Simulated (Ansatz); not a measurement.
**SnBr3F: basis-set convergence**

Aim: see how fast density functionals converge with the basis set for SnBr3F.

Method: one geometry, several basis sets; program: Ansatz 0.2.0, Gaussian basis.

Levels to be run: PBE0-D4/def2-SVP; ωB97M-V/def2-SVP; PBE0-D4/def2-QZVPP; ωB97M-V/def2-QZVPP; the functionals' def2-TZVPP values are taken from earlier runs.

### 1 The geometry

An earlier PBE0-D4 in a triple-zeta def2 set relaxation fixed the geometry. Sn takes the def2 core potential; no spin-orbit term is included.

SMILES `[F][Sn]([Br])([Br])[Br]`, 5 atoms, charge 0, spin multiplicity 1.

Atoms are counted from 1 here; the program's logs count them from 0.

Bond lengths: F1–Sn2 1.898 Å, Sn2–Br3 2.433 Å, Sn2–Br4 2.433 Å, Sn2–Br5 2.433 Å. Angles: F1–Sn2–Br3 106.7°, F1–Sn2–Br4 106.7°, F1–Sn2–Br5 106.7°, Br3–Sn2–Br4 112.1°, Br3–Sn2–Br5 112.1°, Br4–Sn2–Br5 112.0°.

Coordinates:

```mol
Br3FSn
  3D, bonds by distance, orders not assigned

  5  4  0  0  0  0  0  0  0  0999 V2000
   -0.5598   -0.1081    1.8429 F   0  0
   -0.0021   -0.0167    0.0310 Sn  0  0
    1.9689   -1.4298   -0.1682 Br  0  0
   -1.8552   -0.8383   -1.3153 Br  0  0
    0.4980    2.3193   -0.4318 Br  0  0
  1  2  8  0
  2  3  8  0
  2  4  8  0
  2  5  8  0
M  END
```

### 2 PBE0-D4 in def2-SVP

in.yaml reads:

```yaml
crystal:
  periodic: [false, false, false]
  atoms:
    - {symbol: F, position_ang: [-0.559761, -0.108147, 1.842921]}
    - {symbol: Sn, position_ang: [-0.002120, -0.016734, 0.031014]}
    - {symbol: Br, position_ang: [1.968856, -1.429808, -0.168236]}
    - {symbol: Br, position_ang: [-1.855155, -0.838311, -1.315316]}
    - {symbol: Br, position_ang: [0.497981, 2.319300, -0.431784]}
basis:
  gaussian: {orbitals: def2-SVP}
hamiltonian: {xc: pbe0, dispersion: d4}
output: {orbitals: {seedname: orbitals}}
```

Run with:

```sh
ansatz run in.yaml --threads 4 --pin off --events-out ev --progress --plain --max-ram 11315MiB
```

Further steps of the session: ωB97M-V in def2-SVP; PBE0-D4 in def2-QZVPP; ωB97M-V in def2-QZVPP.

Q: Predict the results of all the runs planned. Wanted: PBE0-D4: double and triple zeta above quadruple; ωB97M-V: double and triple zeta above quadruple.

The runs gave:

| quantity | value |
| --- | --- |
| PBE0-D4: double and triple zeta above quadruple | 33.95, 4.54 eV |
| ωB97M-V: double and triple zeta above quadruple | 33.70, 4.37 eV |

For PBE0-D4 the step from double to triple zeta gains 29.41 eV and the next only 4.54 eV. These are total energies; as a rule much of such shifts cancels in differences, which this series doesn't test.
